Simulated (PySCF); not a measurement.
**HF/cc-pVTZ run of GeSiH5F (SMILES F[SiH2][GeH3])**

What is the vertical singlet–triplet gap of GeSiH5F at HF/cc-pVTZ? 

Program for the calculation: PySCF 2.14.0.

**1. The structure to begin with**

GeSiH5F has 8 atoms, charge 0, and is taken as a singlet. SMILES: `F[SiH2][GeH3]`. Geometry: relaxed at PBE0-D4/def2-TZVP.

Bond lengths: F1–Si2 1.606 Å, Si2–Ge3 2.380 Å, Si2–H4 1.485 Å, Si2–H5 1.486 Å, Ge3–H6 1.536 Å, Ge3–H7 1.539 Å, Ge3–H8 1.536 Å. Some angles: F1–Si2–Ge3 109.6°, F1–Si2–H4 107.7°, F1–Si2–H5 107.7°, Ge3–Si2–H4 111.2°, Ge3–Si2–H5 111.2°, Si2–Ge3–H6 110.9°, Si2–Ge3–H7 108.9°, Si2–Ge3–H8 110.9°, H4–Si2–H5 109.2°, H6–Ge3–H7 108.5°.

**2. A single-point energy at HF/cc-pVTZ**

File input.py:

```python
# F[SiH2][GeH3]
from pyscf import gto, scf

molecule = gto.M(
    atom='''
F   -1.938100   1.112400  -0.414200
Si  -0.486300   0.615800  -0.887500
Ge   0.536200  -0.636700   0.858900
H   -0.666700  -0.210900  -2.108300
H    0.315100   1.819700  -1.226800
H    0.716700   0.223700   2.118800
H    1.922000  -1.110700   0.387600
H   -0.306700  -1.870500   1.215900
''',
    max_memory=1860,
    basis='cc-pvtz',
    charge=0,
    verbose=4,
)

mf = scf.RHF(molecule)
mf.conv_tol = 1e-10
mf.kernel()
if not mf.converged:
    mf = mf.newton().run(mf.mo_coeff, mf.mo_occ)

e_final = mf.e_tot
print('Final energy', e_final)
```

Command:

```bash
$ OMP_NUM_THREADS=1 python input.py
```

The program printed:

```text
PySCF version 2.14.0

[INPUT] num. atoms = 8
[INPUT] num. electrons = 60
[INPUT] charge = 0
[INPUT] spin (= nelec alpha-beta = 2S) = 0
[INPUT] symmetry False subgroup None
[INPUT] Mole.unit = angstrom
[INPUT] Symbol           X                Y                Z      unit          X                Y                Z       unit  Magmom
[INPUT]  1 F     -1.938100000000   1.112400000000  -0.414200000000 AA   -3.662478202020   2.102131340966  -0.782724560795 Bohr   0.0
[INPUT]  2 Si    -0.486300000000   0.615800000000  -0.887500000000 AA   -0.918973814376   1.163693347507  -1.677131935551 Bohr   0.0
[INPUT]  3 Ge     0.536200000000  -0.636700000000   0.858900000000 AA    1.013271147992  -1.203188623511   1.623085768389 Bohr   0.0
[INPUT]  4 H     -0.666700000000  -0.210900000000  -2.108300000000 AA   -1.259880407248  -0.398543239671  -3.984109588421 Bohr   0.0
[INPUT]  5 H      0.315100000000   1.819700000000  -1.226800000000 AA    0.595452701850   3.438734628871  -2.318316009616 Bohr   0.0
[INPUT]  6 H      0.716700000000   0.223700000000   2.118800000000 AA    1.354366713476   0.422731734065   4.003951712728 Bohr   0.0
[INPUT]  7 H      1.922000000000  -1.110700000000   0.387600000000 AA    3.632053611414  -2.098918806554   0.732457845881 Bohr   0.0
[INPUT]  8 H     -0.306700000000  -1.870500000000   1.215900000000 AA   -0.579579002404  -3.534732715999   2.297717994859 Bohr   0.0

nuclear repulsion = 256.906855393444
number of shells = 58
number of NR pGTOs = 292
number of NR cGTOs = 177
basis = cc-pvtz
ecp = {}

******** <class 'pyscf.scf.hf.RHF'> ********
method = RHF
initial guess = minao
damping factor = 0
level_shift factor = 0
DIIS = <class 'pyscf.scf.diis.CDIIS'>
diis_start_cycle = 1
diis_space = 8
diis_damp = 0
SCF conv_tol = 1e-10
SCF conv_tol_grad = None
SCF max_cycles = 50
direct_scf = True
direct_scf_tol = 1e-13
Set gradient conv threshold to 1e-05
Initial guess from minao.
init E= -2465.92547090624
  HOMO = -0.285172788214027  LUMO = 0.0366457637635555  gap/eV = 8.75713
cycle= 1 E= -2466.72654387275  delta_E= -0.801  |g|= 0.526  |ddm|= 1.86
  HOMO = -0.428221541258839  LUMO = 0.0749580729689221  gap/eV = 13.69221
cycle= 2 E= -2466.77922304891  delta_E= -0.0527  |g|= 0.332  |ddm|= 0.431
  HOMO = -0.408800271413915  LUMO = 0.093617033932734  gap/eV = 13.67147
cycle= 3 E= -2466.7945833576  delta_E= -0.0154  |g|= 0.0446  |ddm|= 0.145
  HOMO = -0.402099156361633  LUMO = 0.102668499651593  gap/eV = 13.73543
cycle= 4 E= -2466.79551378674  delta_E= -0.00093  |g|= 0.0115  |ddm|= 0.048
  HOMO = -0.405500654696418  LUMO = 0.101313482628653  gap/eV = 13.79112
cycle= 5 E= -2466.79556290459  delta_E= -4.91e-05  |g|= 0.00326  |ddm|= 0.0125
  HOMO = -0.405917951359962  LUMO = 0.101139572840564  gap/eV = 13.79774
cycle= 6 E= -2466.79556637389  delta_E= -3.47e-06  |g|= 0.000788  |ddm|= 0.0036
  HOMO = -0.405971207937467  LUMO = 0.101150047938098  gap/eV = 13.79947
cycle= 7 E= -2466.79556676664  delta_E= -3.93e-07  |g|= 0.000193  |ddm|= 0.00133
  HOMO = -0.405983909351669  LUMO = 0.101148628695061  gap/eV = 13.79978
cycle= 8 E= -2466.79556679095  delta_E= -2.43e-08  |g|= 3.67e-05  |ddm|= 0.00039
  HOMO = -0.405983792610664  LUMO = 0.101149302188238  gap/eV = 13.79979
cycle= 9 E= -2466.79556679214  delta_E= -1.19e-09  |g|= 9.37e-06  |ddm|= 9.08e-05
  HOMO = -0.405983216842717  LUMO = 0.101149271060391  gap/eV = 13.79978
cycle= 10 E= -2466.79556679224  delta_E= -1.05e-10  |g|= 2.74e-06  |ddm|= 2.2e-05
  HOMO = -0.405983207093076  LUMO = 0.101149187097599  gap/eV = 13.79978
cycle= 11 E= -2466.79556679225  delta_E= -7.28e-12  |g|= 8.26e-07  |ddm|= 5.94e-06
  HOMO = -0.40598325544317  LUMO = 0.101149176218486  gap/eV = 13.79978
Extra cycle  E= -2466.79556679225  delta_E= 9.09e-13  |g|= 4.07e-07  |ddm|= 1.08e-06
converged SCF energy = -2466.79556679225
Final energy -2466.7955667922492
```

Wall time 13 s (1 thread of Intel Xeon 6975P-C (Granite Rapids), shared host); peak memory 1 GiB.

**3. The triplet, same level**

File calc.py:

```python
from pyscf import gto

mol = gto.Mole()
mol.atom = [
    ('F', (-1.938100, 1.112400, -0.414200)),
    ('Si', (-0.486300, 0.615800, -0.887500)),
    ('Ge', (0.536200, -0.636700, 0.858900)),
    ('H', (-0.666700, -0.210900, -2.108300)),
    ('H', (0.315100, 1.819700, -1.226800)),
    ('H', (0.716700, 0.223700, 2.118800)),
    ('H', (1.922000, -1.110700, 0.387600)),
    ('H', (-0.306700, -1.870500, 1.215900)),
]
mol.max_memory = 1860
mol.basis = 'cc-pvtz'
mol.verbose = 3
mol.spin = 2
mol.build()

mf = mol.UHF()
mf.conv_tol = 1e-10
mf.kernel()
if not mf.converged:
    mf = mf.newton().run(mf.mo_coeff, mf.mo_occ)

e_tot = mf.e_tot
print('Final energy', e_tot)
```

Command:

```bash
$ OMP_NUM_THREADS=1 python calc.py
```

The program printed:

```text
WARN: HOMO 0.0366457637635555 >= LUMO -0.285172788214027

WARN: HOMO -0.17457347337246 >= LUMO -0.181381650154282

converged SCF energy = -2466.57543073975  <S^2> = 2.0109122  2S+1 = 3.007266
Final energy -2466.575430739747
```

Run time: 25 s. Hardware: 1 thread of Intel Xeon 6975P-C (Granite Rapids), shared host; peak memory 1.1 GiB.

**4. Results**

At HF/cc-pVTZ:

```
                                        quantity           value
                           singlet: total energy  -2466.79557 Eh
                          singlet: dipole moment          1.31 D
                            singlet: HOMO energy       -11.05 eV
                            singlet: LUMO energy         2.75 eV
                          singlet: HOMO–LUMO gap        13.80 eV
                           triplet: total energy  -2466.57543 Eh
                          triplet: dipole moment          2.41 D
     triplet: HOMO energy (highest over α and β)        -4.70 eV
      triplet: LUMO energy (lowest over α and β)        -2.37 eV
                                   triplet: ⟨S²⟩           2.011
vertical energy of the triplet above the singlet        5.990 eV
```

In words: At this shape the triplet lies 5.99 eV (578 kJ/mol) above the singlet. Mulliken charges (singlet) run from -0.38 on F1 to +0.54 on Si2. Mulliken charges (triplet) run from -0.35 on F1 to +0.36 on Ge3; they depend strongly on the basis.
